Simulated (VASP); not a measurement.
**Mg2C in VASP: one cell, several levels of theory**

What does VASP give for Mg2C in the antifluorite structure, under -5.0 % strain along [111] alone, the cell held fixed? Runs: PBE, r2SCAN. This is a trial cell built on a prototype, not taken from a measured structure, and it needn't be the compound's ground state.

Code: VASP 6.6.1. PAW datasets, plane waves. No spin polarisation and no zero-point or thermal motion; the cell was built from a prototype and may be hypothetical.

### 1 The structure to begin with

The cell comes from an earlier relaxation with r2SCAN in another program, then strained, with the atoms relaxed again.

It is trigonal, R-3m (No. 166); conventional cell a = 3.834 Å, c = 8.921 Å, 12.62 Å³ an atom. Around C lie 8 Mg at 2.23–2.33 Å; around Mg lie 4 C at 2.23–2.33 Å.

The structure in full:

```
CELL_PARAMETERS angstrom
-0.09036 2.62058 2.62058
2.62058 -0.09036 2.62058
2.62058 2.62058 -0.09036
ATOMIC_POSITIONS crystal
C 0.00000 0.00000 0.00000
Mg 0.25034 0.25034 0.25034
Mg 0.74966 0.74966 0.74966
```

### 2 Single point with PBE

File INCAR:

```
ENCUT = 520.000000
SIGMA = 0.020000
EDIFF = 1.00e-07
GGA = PE
PREC = Accurate
IBRION = -1
ISIF = 2
ISMEAR = -1
NBANDS = 11
NELM = 120
NSW = 0
LASPH = .TRUE.
LCHARG = .FALSE.
LWAVE = .FALSE.
LREAL = .FALSE.
```

File KPOINTS:

```
KPOINTS created by Atomic Simulation Environment
0
Gamma
8 8 8
0 0 0
```

File KPOINTS_OPT:

```
special points
7
Reciprocal
0.0000000000 0.0000000000 0.0000000000 1
0.5000000000 0.0000000000 0.5000000000 1
0.6250000000 0.2500000000 0.6250000000 1
0.3750000000 0.3750000000 0.7500000000 1
0.5000000000 0.5000000000 0.5000000000 1
0.5000000000 0.2500000000 0.7500000000 1
0.0375000000 0.0375000000 0.0750000000 1
```

File POSCAR:

```
C  Mg
 1.0000000000000000
    -0.0903647536000000    2.6205778546000000    2.6205778546000000
     2.6205778546000000   -0.0903647536000000    2.6205778546000000
     2.6205778546000000    2.6205778546000000   -0.0903647536000000
 C   Mg
   1   2
Cartesian
 -0.0000000000000000 -0.0000000000000000  0.0000000000000000
  1.2894277508253227  1.2894277508253227  1.2894277508253227
  3.8613632047746780  3.8613632047746780  3.8613632047746780
```

The run uses the recommended PBE PAW datasets (8 valence electrons a neutral cell).

### 3 Single point with r2SCAN

File INCAR:

```
ENCUT = 520.000000
SIGMA = 0.010000
EDIFF = 1.00e-07
ALGO = Normal
METAGGA = R2SCAN
PREC = Accurate
IBRION = -1
ISIF = 2
ISMEAR = 0
NBANDS = 11
NELM = 120
NSW = 0
LASPH = .TRUE.
LCHARG = .FALSE.
LWAVE = .FALSE.
LREAL = .FALSE.
```

KPOINTS is that of step 2.

KPOINTS_OPT is that of step 2.

POSCAR is that of step 2.

What does the calculation give? Wanted: for each run, gap; pressure.

The runs gave:

| level | gap (eV) | pressure (GPa) |
| --- | --- | --- |
| PBE | 0.56 | 7.75 |
| r2SCAN | 0.94 | 5.51 |

What this shows: The gap spans 0.56 eV (PBE) to 0.94 eV (r2SCAN). At this one volume the pressure spans 5.5 GPa (r2SCAN) to 7.7 GPa (PBE): PBE wants the largest cell and r2SCAN the smallest.
